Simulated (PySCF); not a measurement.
# The bond of Tl₂, level by level

The task here is to estimate one member of a computed series from the others.

Program: PySCF 2.14.0. Level of theory: Tl def2-SVPD with ECP60, scalar-relativistic core potentials. These are calculated values, not measurements.

The first run:

A driver script around PySCF takes these settings:

| Item | Value |
| --- | --- |
| atoms | Tl, Tl |
| charge | 0 |
| basis | Tl def2-SVPD with ECP60 |
| Hamiltonian | scalar-relativistic core potentials |
| basis functions | 64 |
| electrons treated | 42 |
| masses in u | 204.9744, 204.9744 |
| levels | PBE0, PBE, r²SCAN, BHandHLYP, M06-L, PBEsol, CAM-B3LYP, HF, MP2, SCS-MP2, CCSD, CCSD(T) |
| grid | 80 radial by 434 angular points |
| occupations | held fixed by the projection of orbital angular momentum |
| dissociation limit | Tl + Tl, each in its ground configuration |
| starting distance in angstrom | 2.860 |
| values of 2S to try | 0, 2 |

Launch:

```
$ OMP_NUM_THREADS=1 python dia.py task.json out
```

Steps of the session up to this table: Input; PBE0 along the bond; Other states along the same grid; PBE (GGA); r²SCAN (meta-GGA); BHandHLYP (global hybrid GGA); M06-L; PBEsol; CAM-B3LYP; UHF; Adding correlation.

One of the session's tables, all rows but one given; the rest of the session is left out.

Energy (eV) from each level's lowest point:

```
R (Å)    UHF  UHF-MP2  UHF-SCS-MP2  UHF-CCSD  UHF-CCSD(T)
2.707  0.491    0.378        0.396       n/a          n/a
2.833  0.228    0.150        0.161     0.189        0.187
2.959  0.081    0.036        0.042     0.058        0.058
3.054  0.024    0.002        0.005     0.013        0.013
3.148  0.000    0.000        0.000     0.000        0.000
3.242  0.001    0.021        0.019     0.010        0.010
3.368      ?        ?            ?         ?            ?
3.526  0.100    0.168        0.163     0.126        0.122
3.715  0.211    0.301        0.297     0.239        0.229
3.966  0.384    0.491        0.491       n/a          n/a
```

**Question.** Estimate the row for R (Å) = 3.368.

Worked estimate for «UHF». A straight line through the neighbours (3.242, 0.001) and (3.526, 0.100) gives 0.001 + (0.100 − 0.001) × (3.368 − 3.242) / (3.526 − 3.242) = 0.045; a parabola fitted to 4 rows on both sides gives 0.034.

As computed: UHF: 0.031; UHF-MP2: 0.074; UHF-SCS-MP2: 0.071; UHF-CCSD: 0.050; UHF-CCSD(T): 0.048. In «UHF» the line misses by +0.014 and the parabola by +0.003.
